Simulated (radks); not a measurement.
# Valence configurations of Cr⁺

The task here is to estimate one member of a computed series from the others.

Program: radks (a radial shooting solver on a logarithmic mesh, Libxc functionals) version 1. Level of theory: Dirac Kohn-Sham, PBEsol, spin-unpolarised, spherical densities, finite nucleus; open shells fill j = l - 1/2 first. These are calculated values, not measurements, unless marked.

**The atom as given**

* element: chromium (Z = 24)
* charge: +1
* electrons: 23
* configuration: [Ar] 3d5
* nuclear rms radius: 3.6452 fm
* others tried: 3d4 4p1; 3d3.5 4p1.5; 3d2.5 4s1 4p1.5; 3d4 4s1; 3d3 4p2; 3d1.5 4p3.5; 3d0.5 4p4.5; 3d0.5 4s1 4p3.5; 3d3 4s2

Set-up of the first run:

Input:

```text
Z 24
configuration [Ar] 3d5
relativity Dirac
functional pbe_sol,pbe_sol
spin unpolarised
j_filling energy
nucleus finite rms 3.6452 fm
c 137.035999084
```

Among the steps run: [Ar] 3d5.

One table of the session follows, with a row left open; its other results are not shown here.

It belongs to the step «[Ar] 3d5». From the orbitals of this run (lengths in bohr):

| level | <r> | outermost maximum (interpolated) | 90 % within | nodes |
| --- | --- | --- | --- | --- |
| 2s1/2 | 0.2932 | 0.244 | 0.455 | 1 |
| 2p1/2 | 0.2580 | 0.196 | 0.424 | 0 |
| 2p3/2 | 0.2609 | 0.198 | 0.428 | 0 |
| 3s1/2 | 0.9042 | 0.778 | 1.36 | 2 |
| 3p1/2 | 0.9629 | 0.795 | 1.49 | 1 |
| 3p3/2 | 0.9721 | 0.802 | 1.51 | 1 |
| 3d3/2 | 1.410 | 0.841 | 2.53 | 0 |
| 3d5/2 | ? | ? | ? | ? |

Q: Estimate the row for 3d5/2 from the others.

**Answer.** <r>: 1.417; outermost maximum (interpolated): 0.843; 90 % within: 2.55; nodes: 0. In the column «<r>» it is the highest.
